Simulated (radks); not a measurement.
# Ionising mercury step by step, Hg⁶⁰⁺ to Hg⁷⁹⁺

An exercise on one series of results from a longer session: the logs are not shown, and one member is left open.

Method: scalar-relativistic Kohn-Sham, PBE, spin-unpolarised, spherical densities, point nucleus. Code: radks (a radial shooting solver on a logarithmic mesh, Libxc functionals) version 1.

## The system

| Property | Result |
| --- | --- |
| element | mercury (Z = 80) |
| charges | 60 to 79 |
| first configuration | [Ar] 3d2 |
| last configuration | 1s1 |

Outer shells as boxes (Hund's rule):

Hg⁶⁰⁺
```
[Ar] core
3d [↑ ][↑ ][  ][  ][  ]
```

Hg⁷⁹⁺
```
1s [↑ ]
```

The first run:

Settings of this run:

```text
Z 80
configuration [Ar] 3d2
relativity scalar-relativistic
functional pbe,pbe
spin unpolarised
nucleus point
c 137.035999084
```

Among the steps run: Hg⁶⁰⁺, [Ar] 3d2.

One table of the session follows, with a row left open; its other results are not shown here.

It belongs to the step «Hg⁶⁰⁺, [Ar] 3d2». Sizes of the orbitals, from the radial functions (bohr):

```
level      <r>  outermost maximum (interpolated)  90 % within  nodes
   1s  0.01658                            0.0102       0.0303      0
   2s        ?                                 ?            ?      ?
   2p  0.06274                            0.0489        0.102      0
   3s   0.1709                             0.161        0.249      2
   3p   0.1699                             0.159        0.252      1
   3d   0.1510                             0.127        0.230      0
```

Estimate the missing values for 2s.

**Answer.** <r>: 0.06943; outermost maximum (interpolated): 0.0589; 90 % within: 0.108; nodes: 1. In the column «<r>» it lies between 2p (0.06274) and 3d (0.1510).

Limits of these values: Spin polarisation and multiplet splitting are left out, so open shells lie too high by an amount that depends on their filling.
